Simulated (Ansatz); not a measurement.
# ReS2 (fluorite): one cell, many starting occupations (series 2), part 1 of 2

Aim: start the open shells of ReS2 (fluorite) from different occupation matrices at one fixed cell, and see in which states the SCF ends. Cell and atoms stay fixed. The cell was built by placing the elements on the sites of a structure type; the runs don't test whether it is the stable form.

Computed with Ansatz 0.2.0 (DFT r²SCAN+U (U_eff = 2.5 eV on Re d), plane waves, PAW, no spin–orbit coupling unless a run says so, unless a step's input says otherwise).

**1. The structure to begin with**

It takes space group Fm-3m (No. 225, cubic). The conventional cell has a = 5.944 Å, b = 5.944 Å, c = 5.944 Å, α = 90.00°, β = 90.00°, γ = 90.00°. Re (site symmetry m-3m) is surrounded by 8 S at 2.57 Å. Around S (site symmetry -43m) lie 4 Re at 2.57 Å.

As a file:

```xyz
3
Lattice="0.0000 2.9720 2.9720 2.9720 0.0000 2.9720 2.9720 2.9720 0.0000" Properties=species:S:1:pos:R:3 pbc="T T T"
Re    0.0000    0.0000    0.0000
S     1.4860    1.4860    1.4860
S     4.4580    4.4580    4.4580
```

Magnetic order typed: ferromagnetic.

The runs: random orbitals: single harmonics, second filling; random orbitals: fully mixed, first filling; random orbitals: single harmonics, first filling; random orbitals: fully mixed, one electron more; random orbitals: drawn by pairs, first filling.

An earlier series on this cell reached its lowest free state from «random orbitals: fully mixed, first filling», perhaps among other starts.

**2. Random orbitals: single harmonics, second filling**

File input.yaml:

```yaml
crystal:
  lattice:
    - [0.0, 2.9719838, 2.9719838]
    - [2.9719838, 0.0, 2.9719838]
    - [2.9719838, 2.9719838, 0.0]
  atoms:
    - { symbol: Re, position: [0.0, 0.0, 0.0], spin: 1.0 }
    - { symbol: S, position: [0.25, 0.25, 0.25] }
    - { symbol: S, position: [0.75, 0.75, 0.75] }
basis:
  ecutwfc: 500
  ecutrho_ratio: 4
kpoints:
  mp_grid: { grid: [6, 6, 6] }
hamiltonian:
  xc: r2scan
  hubbard:
    sites:
      - { site: 0, l: d, u_eff: 2.5, starting_ns: [{ spin: up, occupation_matrix: s0up }, { spin: down, occupation_matrix: s0down }] }
    occupation_matrices:
      s0up:
        matrix:
          - [0.02, 0.0, 0.0, 0.0, 0.0]
          - [0.0, 0.02, 0.0, 0.0, 0.0]
          - [0.0, 0.0, 0.97, 0.0, 0.0]
          - [0.0, 0.0, 0.0, 0.97, 0.0]
          - [0.0, 0.0, 0.0, 0.0, 0.02]
      s0down:
        matrix:
          - [0.02, 0.0, 0.0, 0.0, 0.0]
          - [0.0, 0.97, 0.0, 0.0, 0.0]
          - [0.0, 0.0, 0.02, 0.0, 0.0]
          - [0.0, 0.0, 0.0, 0.02, 0.0]
          - [0.0, 0.0, 0.0, 0.0, 0.02]
    ns_hold: { iters: 5 }
scf:
  occupations: { method: gaussian, width: 0.05 }
  lower_state_search: "off"
  max_iter: 150
output:
  forces: true
  stress: true
  eigenvalues: true
  populations: true
  hubbard: { sites: [{ site: 0, l: d }] }
magnetization:
  spin_polarized: true
```

The typed matrices put 0.97 on the chosen orbitals and 0.02 on the others, and are held for 5 cycles.

Run with:

```
$ ansatz run input.yaml --threads 4 --pin off --max-ram 6144MiB --backend cpu --events-out ev --progress --plain --runs-dir out
```

Output, cut to the lines that bear on the results:

```text
Warning: crystal.symmetry: narrowed to the stabiliser of the occupation matrices — unitary ops 48 → 8; lowered by the specified shell (site 0, l: d); largest admitted image defect 4.4e-16, smallest excluded 9.5e-1 — at a splitting's scale: the group the occupation matrices' own texture admits
Warning: RAYON_NUM_THREADS=4 ignored (pool sized by the plan → 4); use --threads N
Re: projections on atomic orbitals take those of the free atom [Kr 4d10 4f14] 5s2 5p6 5d5 6s2, of charge +0.00 (hamiltonian.pseudopotentials.projection_atoms); the dataset's partial waves leave at most 7.1e-5 of an orbital's norm unspanned inside its sphere
S: projections on atomic orbitals take those of the free atom [Ne] 3s2 3p4, of charge +0.00 (hamiltonian.pseudopotentials.projection_atoms); the dataset's partial waves leave at most 1.6e-7 of an orbital's norm unspanned inside its sphere
[...]
Pseudopotentials: kind: paw
Pseudopotential: Re, paw, valence charge 15, recommended cutoff 500 eV (meta_gga), Re.paw.azcp
Pseudopotential: S, paw, valence charge 6, recommended cutoff 500 eV (meta_gga), S.paw.azcp
Functional definition: r2SCAN
[...]
Crystal: 3 atoms, lattice volume = 52.501 Å³
Basis set: ecut = 500 eV, 1363 PW (Γ), exchange–correlation on 128×128×128 points (64 copies of the dense FFT grid, shifted against one another)
Bands: 18, of which v1, the nominal top of the filled ones, is band 14 counted from 1 (13 counted from 0)
Symmetry: 8 space group operations
k-points: 46 of 216
[...]
Starting moments: Σ|m| = 1 μB on 1 of 3 sites
[...]
WARN: hamiltonian.hubbard: on 2 of 2 specified blocks the occupation matrix of this SCF's result fails the test of the specified filling. At site 0 ↑ (sites count from 0 in the list of atoms of the cell that this SCF solves) the least filled combination of the orbitals specified full has [...]
  site 0 (l=d) ↓: largest change of an orbital's occupation 0.9101; electrons 1.0500 specified, 2.3293 found; spectral distance 0.7173
--- Forces (eV/Å), atoms counted from 1 ---
  atom   1  Re     0.00000000     0.00000000     0.00000000
  atom   2  S      0.00000000     0.00000000     0.00000000
  atom   3  S     -0.00000000     0.00000000     0.00000000
[...]
--- Stress (GPa, compression-positive) ---
       -7.926920       0.000000       0.000000
        0.000000      -8.332130       0.000000
        0.000000       0.000000      -7.909037
  P = ⅓ Tr σ = -8.0560 GPa (-80.560 kbar)
--- Band table (eV; the first three rows and the last of 92) ---
  k-point 0 ↑: bands = ["-70.6885", "-32.2638", "-32.2243", "-31.5160", "-4.3558", "0.4348", "5.2982", "5.3901", "5.3949", "8.0423", "9.0206", "11.0324", "11.0437", "11.0444", "15.5869", "15.6860", "15.6921", "16.4542"]
[...]
Occupation matrices written to <dir>
--- Löwdin populations: 3 sites ---
  site symbol       q [e]    m [muB]
     0     Re     14.3589     1.0801
     1      S      6.2069    -0.0745
     2      S      6.2069    -0.0745
  spilling = 0.008421 (of n_electrons = 27.000000)
--- Occupation matrices: 1 shell (run DFT+U table (all-electron-ortho-atomic); ε = 2.00e-2, under-converged) ---
  Re0 d_5D: site group Oh (m-3m)
  Re0 d_5D up     Tr n = 3.3763  λ = 0.482 0.483 0.500 0.945 0.966  [3× xz 0.33 (T2g 1.00) T2g(1.00) | x2-y2 0.77 (Eg 1.00) Eg(1.00) | z2 0.77 (Eg 1.00) Eg(1.00)]
  Re0 d_5D dn     Tr n = 2.3293  λ = 0.118 0.393 0.397 0.491 0.930  [z2 0.77 (Eg 1.00) Eg(1.00) | 2× yz 0.50 (T2g 1.00) T2g(1.00) | xz 1.00 (T2g 1.00) T2g(1.00) | x2-y2 0.77 (Eg 1.00) Eg(1.00)]
  specified occupation → Re0 d_5D up: matrix, ‖Δ‖_F = 1.2519, Tr Δ = -1.3763, displaced = 1.1953, d_λ = 0.8119; orbital distance = 1.4142
  specified occupation → Re0 d_5D dn: matrix, ‖Δ‖_F = 1.1610, Tr Δ = -1.2793, displaced = 1.1183, d_λ = 0.7173; orbital distance = 1.4142
  Tr n, λ and their labels are of the run-group-symmetrised matrices; stabiliser: 8 of 96 elements of G0×{1,Θ} (closed), max defect 7.8e-16 at τ = 4.7e-3
```

It took 21 s on 4 threads of Arm Neoverse N1, shared host; peak memory 0.66 GiB.

It ends with no gap, pressure -8.1 GPa, moments in spheres Re 0.79 μB, largest force component 0.00 eV/Å, 8 symmetry operations imposed. The program reports that the typed filling wasn't kept.

How the shells are filled (orbitals counted by the eigenvalues of the occupation matrices):

```tsv
shell	channel	electrons	over 0.8	0.2 to 0.8	under 0.2
Re 5d (atom 1)	up	3.38	2	3	0
Re 5d (atom 1)	down	2.33	1	3	1
```

**3. Random orbitals: fully mixed, first filling**

Edit input.yaml of step 2 so:

```diff
@@ -6,3 +6,3 @@
   atoms:
-    - { symbol: Re, position: [0.0, 0.0, 0.0], spin: 1.0 }
+    - { symbol: Re, position: [0.0, 0.0, 0.0], spin: 3.0 }
     - { symbol: S, position: [0.25, 0.25, 0.25] }
@@ -22,7 +22,7 @@
         matrix:
-          - [0.02, 0.0, 0.0, 0.0, 0.0]
-          - [0.0, 0.02, 0.0, 0.0, 0.0]
-          - [0.0, 0.0, 0.97, 0.0, 0.0]
-          - [0.0, 0.0, 0.0, 0.97, 0.0]
-          - [0.0, 0.0, 0.0, 0.0, 0.02]
+          - [0.66725, -0.25747, -0.25425, 0.01208, -0.2547]
+          - [-0.25747, 0.33423, 0.19392, -0.22215, -0.21572]
+          - [-0.25425, 0.19392, 0.3529, 0.23886, -0.21478]
+          - [0.01208, -0.22215, 0.23886, 0.83991, 0.01066]
+          - [-0.2547, -0.21572, -0.21478, 0.01066, 0.75571]
       s0down:
@@ -30,3 +30,3 @@
           - [0.02, 0.0, 0.0, 0.0, 0.0]
-          - [0.0, 0.97, 0.0, 0.0, 0.0]
+          - [0.0, 0.02, 0.0, 0.0, 0.0]
           - [0.0, 0.0, 0.02, 0.0, 0.0]
```

The typed matrices are held for 5 cycles.

Run with:

```
$ ansatz run input.yaml --threads 4 --pin off --max-ram 6144MiB --backend cpu --events-out ev --progress --plain --runs-dir out
```

Output, cut to the lines that bear on the results:

```text
Warning: crystal.symmetry: narrowed to the stabiliser of the occupation matrices — unitary ops 48 → 2; lowered by the specified shell (site 0, l: d); largest admitted image defect 4.4e-16, smallest excluded 2.4e-2 — at a splitting's scale: the group the occupation matrices' own texture admits
Warning: RAYON_NUM_THREADS=4 ignored (pool sized by the plan → 4); use --threads N
Re: projections on atomic orbitals take those of the free atom [Kr 4d10 4f14] 5s2 5p6 5d5 6s2, of charge +0.00 (hamiltonian.pseudopotentials.projection_atoms); the dataset's partial waves leave at most 7.1e-5 of an orbital's norm unspanned inside its sphere
S: projections on atomic orbitals take those of the free atom [Ne] 3s2 3p4, of charge +0.00 (hamiltonian.pseudopotentials.projection_atoms); the dataset's partial waves leave at most 1.6e-7 of an orbital's norm unspanned inside its sphere
[...]
[... 4 set-up lines as earlier in the session ...]
[...]
Crystal: 3 atoms, lattice volume = 52.501 Å³
[...]
WARN: hamiltonian.hubbard: on 2 of 2 specified blocks the occupation matrix of this SCF's result fails the test of the specified filling. At site 0 ↑ (sites count from 0 in the list of atoms of the cell that this SCF solves) the least filled combination of the orbitals specified full has [...]
  k-point 0 ↑: bands = ["-70.6882", "-32.2819", "-32.2036", "-31.5170", "-4.3557", "0.4349", "5.2985", "5.3879", "5.3972", "8.0428", "9.0209", "11.0325", "11.0435", "11.0447", "15.5874", "15.6833", "15.6952", "16.4462", "16.4806"]
[...]
Occupation matrices written to <dir>
--- Löwdin populations: 3 sites ---
  site symbol       q [e]    m [muB]
     0     Re     14.3590     1.0799
     1      S      6.2068    -0.0746
     2      S      6.2068    -0.0746
  spilling = 0.008421 (of n_electrons = 27.000000)
--- Occupation matrices: 1 shell (run DFT+U table (all-electron-ortho-atomic); ε = 2.00e-2, under-converged) ---
  Re0 d_5D: site group Oh (m-3m)
  Re0 d_5D up     Tr n = 3.3763  λ = 0.482 0.484 0.500 0.945 0.966  [3× xz 0.33 (T2g 1.00) T2g(1.00) | z2 1.00 (Eg 1.00) Eg(1.00) | x2-y2 1.00 (Eg 1.00) Eg(1.00)]
  Re0 d_5D dn     Tr n = 2.3295  λ = 0.118 0.391 0.399 0.491 0.930  [x2-y2 1.00 (Eg 1.00) Eg(1.00) | 2× xz 0.50 (T2g 1.00) T2g(1.00) | xy 1.00 (T2g 1.00) T2g(1.00) | z2 1.00 (Eg 1.00) Eg(1.00)]
  specified occupation → Re0 d_5D up: matrix, ‖Δ‖_F = 1.0309, Tr Δ = -0.4263, displaced = 1.0264, d_λ = 0.8060; orbital distance = 1.1288
  specified occupation → Re0 d_5D dn: matrix, ‖Δ‖_F = 1.1581, Tr Δ = -2.2295, displaced = 1.1147, d_λ = 1.1581; orbital distance = 0.0000
  Tr n, λ and their labels are of the run-group-symmetrised matrices; stabiliser: 8 of 96 elements of G0×{1,Θ} (closed), max defect 9.5e-6 at τ = 1.5e-2
```

It took 76 s on 4 threads of Arm Neoverse N1, shared host; peak memory 0.8 GiB.

Result: no gap, pressure -8.1 GPa, moments in spheres Re 0.79 μB, largest force component 0.00 eV/Å, 2 symmetry operations imposed. The program reports that the typed filling wasn't kept.

How the shells are filled (orbitals counted by the eigenvalues of the occupation matrices):

```tsv
shell	channel	electrons	over 0.8	0.2 to 0.8	under 0.2
Re 5d (atom 1)	up	3.38	2	3	0
Re 5d (atom 1)	down	2.33	1	3	1
```

(Continued in part 2 of 2.)
